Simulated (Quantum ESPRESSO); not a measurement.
A run of Quantum ESPRESSO 7.5 is set up as follows.

Contents of pw.in:

```
&CONTROL
  calculation = 'scf'
  prefix = 'pwscf'
  outdir = './tmp'
  pseudo_dir = './pseudo'
  tprnfor = .true.
  tstress = .true.
  disk_io = 'low'
/
&SYSTEM
  ibrav = 0
  nat = 2
  ntyp = 2
  ecutwfc = 36
  ecutrho = 216
  nbnd = 22
  input_dft = 'sla+pw+pbx+pbc+vv10'
  occupations = 'smearing'
  smearing = 'fd'
  degauss = 0.01469973
/
&ELECTRONS
  conv_thr = 4d-10
  electron_maxstep = 120
  mixing_beta = 0.5
/
ATOMIC_SPECIES
Tl   204.3800 Tl.GGA_PBE-JTH.UPF
Ru   101.0700 Ru.GGA_PBE-JTH.UPF
CELL_PARAMETERS bohr
   6.7031348609    0.0000000000    0.0000000000
  -3.3515674399    5.8050850768    0.0000000000
   0.0000000000    0.0000000000    9.3296054295
ATOMIC_POSITIONS bohr
Tl     0.0000000000    0.0000000000    0.0000000000
Ru     0.0000000000    0.0000000000    4.6648027147
K_POINTS automatic
9 9 6 0 0 0
```

File pp_density.in:

```
&INPUTPP
  prefix = 'pwscf'
  outdir = './tmp'
  filplot = 'density.dat'
  plot_num = 0
/
&PLOT
  nfile = 1
  filepp(1) = 'density.dat'
  iflag = 3
  output_format = 6
  fileout = 'density.cube'
/
```

The input pp_potential.in:

```
&INPUTPP
  prefix = 'pwscf'
  outdir = './tmp'
  filplot = 'potential.dat'
  plot_num = 11
/
&PLOT
  nfile = 1
  filepp(1) = 'potential.dat'
  iflag = 3
  output_format = 6
  fileout = 'potential.cube'
/
```

Contents of nscf.in:

```
&CONTROL
  calculation = 'nscf'
  prefix = 'pwscf'
  outdir = './tmp'
  pseudo_dir = './pseudo'
  disk_io = 'low'
/
&SYSTEM
  ibrav = 0
  nat = 2
  ntyp = 2
  ecutwfc = 36
  ecutrho = 216
  nbnd = 22
  input_dft = 'sla+pw+pbx+pbc+vv10'
  occupations = 'tetrahedra_opt'
/
&ELECTRONS
  conv_thr = 1d-08
  electron_maxstep = 120
  mixing_beta = 0.5
/
ATOMIC_SPECIES
Tl   204.3800 Tl.GGA_PBE-JTH.UPF
Ru   101.0700 Ru.GGA_PBE-JTH.UPF
CELL_PARAMETERS bohr
   6.7031348609    0.0000000000    0.0000000000
  -3.3515674399    5.8050850768    0.0000000000
   0.0000000000    0.0000000000    9.3296054295
ATOMIC_POSITIONS bohr
Tl     0.0000000000    0.0000000000    0.0000000000
Ru     0.0000000000    0.0000000000    4.6648027147
K_POINTS automatic
14 14 9 0 0 0
```

projwfc.in

```
&PROJWFC
  prefix = 'pwscf'
  outdir = './tmp'
  filpdos = 'p'
  Emin = -5
  Emax = 20
  DeltaE = 0.05
/
```

Potentials or basis: JTH 2.0 PBE.

Run with:

```sh
$ OMP_NUM_THREADS=1 pw.x -in pw.in > pw.out
$ OMP_NUM_THREADS=1 pp.x -in pp_density.in > pp_density.out
$ OMP_NUM_THREADS=1 pp.x -in pp_potential.in > pp_potential.out
$ OMP_NUM_THREADS=1 pw.x -in nscf.in > nscf.out
$ OMP_NUM_THREADS=1 projwfc.x -in projwfc.in > projwfc.out
```

**Question.** Estimate the band gap on the k mesh.

**Answer.** None (metal or under the smearing width).

States per cell in windows of 1 eV (zero at the Fermi level; states under -8 eV left out):
```tsv
from (eV)	total	Ru#2 d wfc5	Tl#1 p wfc3	Tl#1 s wfc1	Ru#2 s wfc2	Tl#1 d wfc6	Tl#1 p wfc4
-8.0	0.38	0.02	0.06	0.23	0.06	0.00	0.00
-7.0	0.50	0.04	0.12	0.29	0.05	0.00	0.00
-6.0	0.74	0.09	0.09	0.47	0.06	0.00	0.00
-5.0	0.32	0.03	0.02	0.25	0.01	0.00	0.00
-4.0	0.05	0.00	0.02	0.01	0.01	0.00	0.00
-3.0	0.74	0.34	0.28	0.01	0.08	0.00	0.00
-2.0	3.24	2.30	0.55	0.08	0.19	0.03	0.02
-1.0	5.16	4.45	0.31	0.06	0.07	0.09	0.06
0.0	1.90	1.39	0.31	0.06	0.04	0.02	0.00
1.0	0.95	0.39	0.36	0.07	0.06	0.02	0.00
2.0	1.24	0.26	0.66	0.04	0.19	0.01	0.00
3.0	0.82	0.08	0.53	0.04	0.06	0.02	0.00
4.0	0.97	0.07	0.39	0.06	0.09	0.02	0.00
5.0	1.29	0.06	0.50	0.06	0.09	0.04	0.01
6.0	0.92	0.04	0.41	0.03	0.05	0.03	0.01
7.0	0.69	0.02	0.27	0.02	0.05	0.02	0.02
```

Caveat: rVV10's parameter b was fitted to another functional. The run has no spin-orbit coupling, so splittings on Tl are missing.
